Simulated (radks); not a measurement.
**Taking charge from the 5p level of Te³⁺ in fractions**

One table from this session's results is given with a row withheld; the runs are named, their logs left out.

Method: scalar-relativistic Kohn-Sham, PBE, spin-unpolarised, spherical densities, finite nucleus. Code: radks (a radial shooting solver on a logarithmic mesh, Libxc functionals) version 1.

### Starting point

- element: tellurium (Z = 52)
- charge: +3
- electrons: 49
- configuration: [Kr] 4d10 5s2 5p1
- nuclear rms radius: 4.7423 fm

The outer shells:

Te³⁺
```
[Kr] core
4d [↑↓][↑↓][↑↓][↑↓][↑↓]
5s [↑↓]
5p [↑ ][  ][  ]
```

The first run:

The run's settings:

```text
Z 52
configuration [Kr] 4d10 5s2 5p1
relativity scalar-relativistic
functional pbe,pbe
spin unpolarised
nucleus finite rms 4.7423 fm
c 137.035999084
```

Among the steps run: Start: [Kr] 4d10 5s2 5p1.

One of the session's tables, all rows but one given; the rest of the session is left out.

It belongs to the step «Start: [Kr] 4d10 5s2 5p1». Radial moments (bohr):

```
level     <r>  outermost maximum (interpolated)  90 % within  nodes
   3s  0.3221                             0.293        0.473      2
   3p  0.3202                             0.286        0.481      1
   3d  0.2968                             0.238        0.466      0
   4s  0.7643                             0.701         1.10      3
   4p  0.8202                             0.738         1.20      2
   4d       ?                                 ?            ?      ?
   5s   1.920                              1.73         2.76      4
   5p   2.230                              1.98         3.23      3
```

**Question.** Estimate the row for 4d.

As computed: <r>: 0.9644; outermost maximum (interpolated): 0.810; 90 % within: 1.47; nodes: 1. In the column «<r>» it lies between 4p (0.8202) and 5s (1.920).
